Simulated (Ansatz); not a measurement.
MgGe2:

```xyz
6
Lattice="5.5215 -1.8498 0.0000 5.5215 1.8498 0.0000 -3.2176 0.0000 6.0078" Properties=species:S:1:pos:R:3 pbc="T T T"
Ge    4.8996    0.0000    1.7640
Ge    2.9258    0.0000    4.2438
Ge    6.5513    0.0000    5.9203
Ge    1.2740    0.0000    0.0875
Mg    7.8794    0.0000    2.0982
Mg   -0.0541    0.0000    3.9095
```

The cell comes from a database or a generator and needn't be the stable form of this composition.

Base run:

| Item | Value |
| --- | --- |
| Program | Ansatz 0.2.0 |
| Functional | BLYP |
| Potentials or basis | Ansatz PAW |
| Cutoff | 420 eV |
| Density cutoff | 1680 eV |
| k mesh | 8 × 8 × 5 |
| Occupations | fermi-dirac, width 0.05 eV |
| Spin | no spin polarisation |

Its results: band gap on the k mesh none (metal or under the smearing width); pressure 3.2 GPa; largest force 0.273 eV/Å.

Q: The run is repeated on the same cell with these changes: functional from BLYP to RPBE. What comes out?

A: Band gap on the k mesh none (metal or under the smearing width); pressure 1.1 GPa; largest force 0.133 eV/Å.

Caveats: the potentials were made for another functional, which shifts forces and pressure; the PAW data sets come from PBE, with cores solved anew for the run's functional, which leaves a small shift of forces and pressure.

Not every run made on this cell is shown here.
